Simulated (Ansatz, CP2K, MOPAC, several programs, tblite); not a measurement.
Energy against volume for MgH2 in the rutile structure, at fixed shape and fractional coordinates, computed by several methods (PBE and r2SCAN, where shown, with plane waves in Ansatz); the cell shown is that of r2SCAN. With free coordinates or axes held, a curve is too stiff, and on another method's shape its minimum isn't the method's own volume. It is tetragonal, P4_2/mnm (No. 136); conventional cell a = 4.485 Å, c = 2.996 Å, 10.05 Å³ an atom. Mg has 6 H at 1.93–1.94 Å; H has 3 Mg at 1.93–1.94 Å. No spin polarisation and no zero-point or thermal motion. Energies count from each curve's lowest point; fits are third-order Birch-Murnaghan.

```yaml
crystal:
  lattice:
    - [4.48488, 0.00000, 0.00000]
    - [0.00000, 4.48488, 0.00000]
    - [0.00000, 0.00000, 2.99648]
  atoms:
    - { symbol: Mg, position: [0.00000, 0.00000, 0.00000] }
    - { symbol: Mg, position: [0.50000, 0.50000, 0.50000] }
    - { symbol: H, position: [0.30468, 0.30468, 0.00000] }
    - { symbol: H, position: [0.19532, 0.80468, 0.50000] }
    - { symbol: H, position: [0.80468, 0.19532, 0.50000] }
    - { symbol: H, position: [0.69532, 0.69532, 0.00000] }
```

PM7 (MOPAC), on the shape of the cell shown, as a cluster of 72 atoms at the zone centre:
```csv
V (Å³/atom),E (meV/atom)
8.840,436.77
9.443,235.91
10.045,109.08
10.648,34.43
11.251,0.00
```
The lowest point is an end point, so the minimum isn't bracketed.

Question: PBE, on the shape of its own relaxed cell, gives
```csv
V (Å³/atom),E (meV/atom)
9.627,6.56
9.934,1.59
10.241,0.00
10.548,1.36
10.855,5.31
```
What equilibrium volume and bulk modulus follow?

Answer: V₀ = 10.25 Å³ an atom and B₀ = 51 GPa.

GFN2-xTB (tblite), on the shape of the cell shown, as a cluster of 72 atoms at the zone centre:

| V (Å³/atom) | E (meV/atom) |
| --- | --- |
| 8.840 | 0.00 |
| 9.443 | 47.66 |
| 10.045 | 92.27 |
| 10.648 | 98.07 |
| 11.251 | 135.92 |

The lowest point is an end point, so the minimum isn't bracketed.

PBE/DZVP (CP2K), on the shape of the cell shown:

| V (Å³/atom) | E (meV/atom) |
| --- | --- |
| 8.840 | 30.56 |
| 9.443 | 6.06 |
| 10.045 | 0.00 |
| 10.648 | 14.89 |
| 11.251 | 31.95 |

The points scatter about a smooth fit, a numerical artefact, so no fit is quoted.

PBE/SZV (CP2K), on the shape of the cell shown:
```tsv
V (Å³/atom)	E (meV/atom)
8.840	28.66
9.443	6.12
10.045	0.00
10.648	11.65
11.251	24.34
```
The points scatter about a smooth fit, a numerical artefact, so no fit is quoted.
